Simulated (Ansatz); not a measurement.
# CH₃AlF₂S: how energies converge with the basis set

The task here is to estimate one member of a computed series from the others.

Method: one geometry, several basis sets; program: Ansatz 0.2.0, Gaussian basis.

Plan: PBE0-D4/def2-SVP; ωB97M-V/def2-SVP; PBE0-D4/def2-QZVPP; ωB97M-V/def2-QZVPP; the functionals' def2-TZVPP values are taken from earlier runs.

## The relaxed structure

All runs share one geometry, relaxed beforehand with PBE0-D4 in a triple-zeta def2 set.

SMILES `C[S][Al]([F])[F]`, 8 atoms, charge 0, spin multiplicity 1.

Atoms are counted from 1 here; the program's logs count them from 0.

Bond lengths: C1–S2 1.828 Å, C1–H6 1.089 Å, C1–H7 1.089 Å, C1–H8 1.088 Å, S2–Al3 2.143 Å, Al3–F4 1.637 Å, Al3–F5 1.642 Å. Angles: S2–C1–H6 108.4°, S2–C1–H7 108.1°, S2–C1–H8 112.1°, H6–C1–H7 109.5°, H6–C1–H8 109.4°, H7–C1–H8 109.3°, C1–S2–Al3 100.8°, S2–Al3–F4 120.9°, S2–Al3–F5 120.3°, F4–Al3–F5 118.8°.

Set-up of the first run:

File in.yaml:

```yaml
crystal:
  periodic: [false, false, false]
  atoms:
    - {symbol: C, position_ang: [-0.685179, -0.190983, 1.173474]}
    - {symbol: S, position_ang: [0.485125, -1.211196, 0.207724]}
    - {symbol: Al, position_ang: [0.908144, 0.103349, -1.431667]}
    - {symbol: F, position_ang: [1.930355, -0.347137, -2.628219]}
    - {symbol: F, position_ang: [0.210062, 1.587673, -1.506265]}
    - {symbol: H, position_ang: [-1.638196, -0.714928, 1.221023]}
    - {symbol: H, position_ang: [-0.283008, -0.075000, 2.178416]}
    - {symbol: H, position_ang: [-0.835002, 0.791123, 0.729912]}
basis:
  gaussian: {orbitals: def2-SVP}
hamiltonian: {xc: pbe0, dispersion: d4}
output: {orbitals: {seedname: orbitals}}
```

Among the steps run: PBE0-D4 in def2-SVP; ωB97M-V in def2-SVP; PBE0-D4 in def2-QZVPP; ωB97M-V in def2-QZVPP.

One table of the session follows, with a row left open; its other results are not shown here.

It belongs to the step «Functionals by basis». 

| functional | basis | HOMO (eV) |
| --- | --- | --- |
| PBE0-D4 | def2-SVP | -7.54 |
| PBE0-D4 | def2-TZVPP | -7.64 |
| PBE0-D4 | def2-QZVPP | -7.66 |
| ωB97M-V | def2-SVP | -9.66 |
| ωB97M-V | def2-TZVPP | ? |
| ωB97M-V | def2-QZVPP | -9.84 |

**Question.** Estimate the row for ωB97M-V, def2-TZVPP.

As computed: HOMO (eV): -9.80. In the column «HOMO (eV)» it lies between ωB97M-V, def2-QZVPP (-9.84) and ωB97M-V, def2-SVP (-9.66).
